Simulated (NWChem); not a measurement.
# CH3GaO (Ga(CO)H3) at 3 levels

Aim: a comparison of 3 runs (HF/3-21G, PBE0/def2-SVP, MP2/3-21G) of CH3GaO (Ga(CO)H3). 

The results are computed with NWChem 7.3.0.

2 further runs of the same task are left out: 2 set aside as unsound or not needed.

### 1 The structure to begin with

CH3GaO: 6 atoms, total charge 0, spin state singlet. As SMILES, `[H][Ga]([H])([H])<-[C-]#[O+]`. Geometry: a GFN1-xTB relaxation, a rough one for these elements and not checked as a minimum.

Bond lengths: Ga1–C2 2.133 Å, C2–O3 1.121 Å, Ga1–H4 1.545 Å, Ga1–H5 1.543 Å, Ga1–H6 1.545 Å. Angles: Ga1–C2–O3 177.0°, C2–Ga1–H4 96.0°, C2–Ga1–H5 97.5°, C2–Ga1–H6 95.7°, H4–Ga1–H5 118.8°, H4–Ga1–H6 118.7°, H5–Ga1–H6 118.9°.

### 2 Energy and forces at HF/3-21G (run 1)

mymol.nw

```
START mymol
TITLE "CH3GaO gradient"
memory total 2200 mb
charge 0

GEOMETRY units angstrom noautosym nocenter noautoz
 Ga    -0.013780     0.006820    -0.811750
 C      0.011520     0.019460     1.321310
 O      0.042620    -0.030650     2.440900
 H      1.520390     0.007120    -0.990510
 H     -0.785240     1.327580    -1.012910
 H     -0.775520    -1.330330    -0.947040
END

BASIS spherical bse
 * library 3-21G
END

SCF
 thresh 1e-08
 maxiter 80
 noprint "final vectors analysis"
END

TASK scf gradient
```

Run with:

```sh
nwchem mymol.nw > mymol.out
```

Standard output:

```text
[...]
  functions       =    46
[...]
  wavefunction    = RHF
[...]
         Total SCF energy =  -2027.635214331954
      One-electron energy =  -3124.253473872425
      Two-electron energy =    948.189108056226
 Nuclear repulsion energy =    148.429151484245
        Time for solution =      3.0s
[...]
                         RHF ENERGY GRADIENTS
    atom               coordinates                        gradient
                 x          y          z           x          y          z
   1 Ga     -0.026040   0.012888  -1.533985    0.000210  -0.000690   0.009408
   2 C       0.021770   0.036774   2.496914   -0.000849   0.002212  -0.017676
   3 O       0.080540  -0.057920   4.612632    0.000524  -0.001547   0.005291
   4 H       2.873120   0.013455  -1.871792   -0.011939   0.000056   0.001055
   5 H      -1.483888   2.508762  -1.914122    0.006145  -0.010386   0.001263
   6 H      -1.465520  -2.513959  -1.789646    0.005910   0.010355   0.000659
[...]
```

Run time: 5.1 s. Hardware: 1 thread of Intel Xeon Platinum 8259CL at 2.50GHz (Skylake/Cascade Lake), shared host; peak memory 0.1 GiB.

### 3 Energy and gradient at PBE0/def2-SVP (run 2)

run.py

```python
from ase import Atoms
from ase.calculators.nwchem import NWChem

molecule = Atoms(['Ga', 'C', 'O', 'H', 'H', 'H'], positions=[
    [-0.013780, 0.006820, -0.811750],
    [0.011520, 0.019460, 1.321310],
    [0.042620, -0.030650, 2.440900],
    [1.520390, 0.007120, -0.990510],
    [-0.785240, 1.327580, -1.012910],
    [-0.775520, -1.330330, -0.947040],
])

calc = NWChem(
    label='calc',
    theory='dft',
    memory='2200 mb',
    basis='def2-SVP',
    basispar='spherical bse',
    dft={'xc': 'pbe0', 'mult': '1', 'grid': 'xfine', 'convergence': 'energy 1e-08', 'iterations': '100', 'mulliken': None, 'print': 'low'},
)
molecule.calc = calc

forces = molecule.get_forces()
print("Total energy (eV):", round(molecule.get_potential_energy(), 6))
print("forces (eV/A):")
for s, f in zip(molecule.symbols, forces):
    print(f"{s:2s} {f[0]:10.5f} {f[1]:10.5f} {f[2]:10.5f}")
```

Run with:

```sh
export ASE_NWCHEM_COMMAND="nwchem PREFIX.nwi > PREFIX.nwo"
python run.py
```

Standard output:

```text
Total energy (eV): -55490.132832
forces (eV/A):
Ga   -0.00293    0.01995   -0.16594
C     0.00149   -0.02818   -0.23356
O     0.00545    0.00967    0.49725
H     0.46835   -0.00329   -0.03486
H    -0.24163    0.40855   -0.04433
H    -0.23073   -0.40665   -0.01856
```

The calculator wrote calc.nwi:

```
title "calc"

permanent_dir calc

scratch_dir calc

start calc

geometry units angstrom nocenter noautosym noautoz
  Ga -1.3780000000000001e-02 6.8199999999999997e-03 -8.1174999999999997e-01
  C  1.1520000000000001e-02 1.9460000000000002e-02 1.3213100000000000e+00
  O  4.2619999999999998e-02 -3.0650000000000000e-02 2.4409000000000001e+00
  H  1.5203899999999999e+00 7.1199999999999996e-03 -9.9051000000000000e-01
  H  -7.8524000000000005e-01 1.3275800000000000e+00 -1.0129100000000000e+00
  H  -7.7551999999999999e-01 -1.3303300000000000e+00 -9.4703999999999999e-01
end

memory 2200 mb

basis spherical bse noprint
   * library def2-SVP
end

dft
  xc pbe0
  mult 1
  grid xfine
  convergence energy 1e-08
  iterations 100
  mulliken
  print low
end

task dft gradient
```

calc.nwo, cut to the lines that bear on the results:

```text
[...]
         Total DFT energy =    -2039.224785612322
      One electron energy =    -3134.760819949969
           Coulomb energy =     1036.773897896495
    Exchange-Corr. energy =      -89.667015043092
 Nuclear repulsion energy =      148.429151484245
[... 18 lines left out ...]
     -------------------------------------------
      Total Density - Lowdin Population Analysis
[...]
                         DFT ENERGY GRADIENTS
    atom               coordinates                        gradient
                 x          y          z           x          y          z
   1 Ga     -0.026040   0.012888  -1.533985    0.000057  -0.000388   0.003227
   2 C       0.021770   0.036774   2.496914   -0.000029   0.000548   0.004542
   3 O       0.080540  -0.057920   4.612632   -0.000106  -0.000188  -0.009670
   4 H       2.873120   0.013455  -1.871792   -0.009108   0.000064   0.000678
   5 H      -1.483888   2.508762  -1.914122    0.004699  -0.007945   0.000862
   6 H      -1.465520  -2.513959  -1.789646    0.004487   0.007908   0.000361
 Task  times  cpu:       28.0s     wall:       28.0s
 Total times  cpu:       28.0s     wall:       28.0s
```

It took 30 s on 1 thread of Intel Xeon Platinum 8259CL at 2.50GHz (Skylake/Cascade Lake), shared host; peak memory 0.13 GiB.

### 4 Energy and forces at MP2/3-21G (run 3)

work.xyz

```xyz
6
CH3GaO
Ga    -0.013780     0.006820    -0.811750
C      0.011520     0.019460     1.321310
O      0.042620    -0.030650     2.440900
H      1.520390     0.007120    -0.990510
H     -0.785240     1.327580    -1.012910
H     -0.775520    -1.330330    -0.947040
```

run.py

```python
from ase.io import read
from ase.calculators.nwchem import NWChem

molecule = read('work.xyz')

calc = NWChem(
    label='work',
    theory='mp2',
    memory='2200 mb',
    basis='3-21G',
    basispar='spherical bse',
    scf={'nopen': '0', 'rhf': None, 'thresh': '1e-08', 'maxiter': '80'},
    mp2={'freeze': 'core 11', 'tight': None},
)
molecule.calc = calc

forces = molecule.get_forces()
e = molecule.get_potential_energy()
print(f"E = {e:.6f} eV")
print("forces (eV/A):")
for s, f in zip(molecule.symbols, forces):
    print(f"{s:2s} {f[0]:10.5f} {f[1]:10.5f} {f[2]:10.5f}")
```

Run with:

```sh
export ASE_NWCHEM_COMMAND="nwchem PREFIX.nwi > PREFIX.nwo"
python run.py
```

Standard output:

```text
E = -55181.919905 eV
forces (eV/A):
Ga   -0.00483    0.03548   -0.02098
C    -0.10475    0.12321   -4.51085
O     0.11570   -0.15385    4.79871
H     0.69960   -0.00262   -0.09318
H    -0.35821    0.60601   -0.10248
H    -0.34751   -0.60817   -0.07127
```

The calculator wrote work.nwi:

```
title "work"

permanent_dir work

scratch_dir work

start work

geometry units angstrom nocenter noautosym noautoz
  Ga -1.3780000000000001e-02 6.8199999999999997e-03 -8.1174999999999997e-01
  C  1.1520000000000001e-02 1.9460000000000002e-02 1.3213100000000000e+00
  O  4.2619999999999998e-02 -3.0650000000000000e-02 2.4409000000000001e+00
  H  1.5203899999999999e+00 7.1199999999999996e-03 -9.9051000000000000e-01
  H  -7.8524000000000005e-01 1.3275800000000000e+00 -1.0129100000000000e+00
  H  -7.7551999999999999e-01 -1.3303300000000000e+00 -9.4703999999999999e-01
end

memory 2200 mb

basis spherical bse noprint
   * library 3-21G
end

scf
  nopen 0
  rhf
  thresh 1e-08
  maxiter 80
end
mp2
  freeze core 11
  tight
end

task mp2 gradient
```

work.nwo, cut to the lines that bear on the results:

```text
[...]
         Total SCF energy =  -2027.635214331860
[...]
                         mp2 ENERGY GRADIENTS
    atom               coordinates                        gradient
                 x          y          z           x          y          z
   1 Ga     -0.026040   0.012888  -1.533985    0.000094  -0.000690   0.000408
   2 C       0.021770   0.036774   2.496914    0.002037  -0.002396   0.087722
   3 O       0.080540  -0.057920   4.612632   -0.002250   0.002992  -0.093320
   4 H       2.873120   0.013455  -1.871792   -0.013605   0.000051   0.001812
   5 H      -1.483888   2.508762  -1.914122    0.006966  -0.011785   0.001993
   6 H      -1.465520  -2.513959  -1.789646    0.006758   0.011827   0.001386
[...]
```

Wall time 9.6 s (1 thread of Intel Xeon Platinum 8259CL at 2.50GHz (Skylake/Cascade Lake), shared host); peak memory 0.12 GiB.

### 5 The series

| run | level | iteration cap | module | energy (Eh) | dipole moment (D) | largest force (eV/Å) | wall time |
| --- | --- | --- | --- | --- | --- | --- | --- |
| 1 | HF/3-21G | 80 | scf | -2027.635214 | 2.23 | 0.917 | 5.1 s |
| 2 | PBE0/def2-SVP | 100 | dft | -2039.224786 | – | 0.497 | 30 s |
| 3 | MP2/3-21G | 80 | mp2 | -2027.898169 | 3.13 | 4.803 | 9.6 s |

### 6 Results

| quantity | value |
| --- | --- |
| run 3: total energy | -2027.89817 Eh |
| run 3: dipole moment (of the density that the program reports) | 3.13 D |
| run 3: HOMO energy (Hartree–Fock orbitals) | -11.25 eV |
| run 3: LUMO energy (Hartree–Fock orbitals) | 2.23 eV |
| run 3: HOMO–LUMO gap (Hartree–Fock orbitals) | 13.48 eV |
| run 3: correlation energy (11 core orbitals frozen) | -263.0 mEh |
| run 3: largest force on an atom | 4.803 eV/Å |

All runs together took 44 s, the longest 30 s.
